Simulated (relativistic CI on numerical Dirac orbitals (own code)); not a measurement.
# Se⁺: one ion under different settings

How much do the settings matter for Se⁺? One ion, several inputs.

Program: relativistic CI on numerical Dirac orbitals (own code) version 3. Level of theory: Dirac-Coulomb-Breit CI, KLI orbitals optimised for each configuration, model QED (radiative potential, 1s self-energy scaled to tabulated hydrogen-like ionisation energies), numerical settings as typed. These are calculated values, not measurements, unless marked.

### Step 1. What is computed

```
ion            : Se⁺ (Se II)
nuclear charge : 34
electrons      : 33
isotope        : A = 80
```

### Step 2. Usual settings

Settings of the run:

```ini
atom Se  Z=34  charge=1  electrons=33
nucleus A=80  rms_radius_fm=4.1400
hamiltonian dirac-coulomb  breit=on  qed=on  c_scale=1
orbitals kli  potential=per-configuration
slater_scale 1
correlation none
mixing on
grid step=0.0125 r_max=74.5
scf mixing=0.4 start=green max_iterations=150 tolerance=2e-08 node_fill=0.05
configurations
  [Ar] 3d10 4s2 4p3
  [Ar] 3d10 4s 4p4
  [Ar] 3d10 4s2 4p2 4d
end
```

Started as:

```console
python run_levels.py task.json out
```

The settings of every run stand in task.json; they run in order.

### Step 3. Start potential bare, iteration limit 30

Changes to the settings of step 2:

```diff
@@ -8,3 +8,3 @@
 grid step=0.0125 r_max=74.5
-scf mixing=0.4 start=green max_iterations=150 tolerance=2e-08 node_fill=0.05
+scf mixing=0.4 start=bare max_iterations=30 tolerance=2e-08 node_fill=0.05
 configurations
```

### Step 4. Speed-of-light factor 0.8

Settings of the run:

```ini
atom Se  Z=34  charge=1  electrons=33
nucleus A=80  rms_radius_fm=4.1400
hamiltonian dirac-coulomb  breit=on  qed=on  c_scale=0.8
orbitals kli  potential=per-configuration
slater_scale 1
correlation none
mixing on
grid step=0.0125 r_max=74.5
scf mixing=0.4 start=green max_iterations=150 tolerance=2e-08 node_fill=0.05
configurations
  [Ar] 3d10 4s2 4p3
  [Ar] 3d10 4s 4p4
  [Ar] 3d10 4s2 4p2 4d
end
```

### Step 5. Potential mixing 0.2

Settings of the run:

```ini
atom Se  Z=34  charge=1  electrons=33
nucleus A=80  rms_radius_fm=4.1400
hamiltonian dirac-coulomb  breit=on  qed=on  c_scale=1
orbitals kli  potential=per-configuration
slater_scale 1
correlation none
mixing on
grid step=0.0125 r_max=74.5
scf mixing=0.2 start=green max_iterations=150 tolerance=2e-08 node_fill=0.05
configurations
  [Ar] 3d10 4s2 4p3
  [Ar] 3d10 4s 4p4
  [Ar] 3d10 4s2 4p2 4d
end
```

### Step 6. Breit term off, start potential thomas-fermi

Settings of the run:

```ini
atom Se  Z=34  charge=1  electrons=33
nucleus A=80  rms_radius_fm=4.1400
hamiltonian dirac-coulomb  breit=off  qed=on  c_scale=1
orbitals kli  potential=per-configuration
slater_scale 1
correlation none
mixing on
grid step=0.0125 r_max=74.5
scf mixing=0.4 start=thomas-fermi max_iterations=150 tolerance=2e-08 node_fill=0.05
configurations
  [Ar] 3d10 4s2 4p3
  [Ar] 3d10 4s 4p4
  [Ar] 3d10 4s2 4p2 4d
end
```

### Step 7. Nuclear radius 414.0

Settings of the run:

```ini
atom Se  Z=34  charge=1  electrons=33
nucleus A=80  rms_radius_fm=414.0000
hamiltonian dirac-coulomb  breit=on  qed=on  c_scale=1
orbitals kli  potential=per-configuration
slater_scale 1
correlation none
mixing on
grid step=0.0125 r_max=74.5
scf mixing=0.4 start=green max_iterations=91 tolerance=2e-08 node_fill=0.05
configurations
  [Ar] 3d10 4s2 4p3
  [Ar] 3d10 4s 4p4
  [Ar] 3d10 4s2 4p2 4d
end
```

### Step 8. Speed-of-light factor 0.4

Settings of the run:

```ini
atom Se  Z=34  charge=1  electrons=33
nucleus A=80  rms_radius_fm=4.1400
hamiltonian dirac-coulomb  breit=on  qed=on  c_scale=0.4
orbitals kli  potential=per-configuration
slater_scale 1
correlation none
mixing on
grid step=0.0125 r_max=74.5
scf mixing=0.4 start=green max_iterations=51 tolerance=2e-08 node_fill=0.05
configurations
  [Ar] 3d10 4s2 4p3
  [Ar] 3d10 4s 4p4
  [Ar] 3d10 4s2 4p2 4d
end
```

(Steps that only read results are left out.)

Q: Predict the outcome of this session. Wanted: lowest level, usual settings; total energy; first excitation.

**Answer**, as computed:

| setting | total energy less usual (Ha) | largest shift of a level among the lowest eight of both runs, same label and place (cm⁻¹) | SCF iterations | time | lowest level | kind of change |
| --- | --- | --- | --- | --- | --- | --- |
| usual | 0 | 0 | 35 | 0.2 s | 4p3 4S°3/2 | - |
| start potential bare, iteration limit 30 | 0 | 0 | 62 | 0.31 s | 4p3 4S°3/2 | numerical |
| speed-of-light factor 0.8 | -16.2 | 3470 | 35 | 0.35 s | 4p3 4S°3/2 | unphysical constant |
| potential mixing 0.2 | 0 | 0 | 38 | 0.31 s | 4p3 4S°3/2 | numerical |
| Breit term off, start potential thomas-fermi | -1.17 | 62.6 | 34 | 0.18 s | 4p3 4S°3/2 | model term |
| nuclear radius 414.0 | 81 | 10300 | 35 | 0.21 s | 4p3 4S°3/2 | unsound |
| speed-of-light factor 0.4 | -180 | 28800 | 37 | 0.2 s | 4p3 4S°3/2 | unsound |

| quantity | value |
| --- | --- |
| lowest level, usual settings | 4p3 4S°3/2 |
| total energy | -2426.3333 Ha |
| first excitation | 17041.4 cm⁻¹ |

What this shows: Among the runs whose levels can be followed, they move most under «speed-of-light factor 0.4» (unsound), by up to 28800 cm⁻¹. No visible change in the result comes from «start potential bare, iteration limit 30» or «potential mixing 0.2». «Start potential bare, iteration limit 30» costs 62 SCF iterations against 35. Only the listed configurations are in the model. Near neutrality, missing correlation can shift configurations against each other by thousands of cm⁻¹.
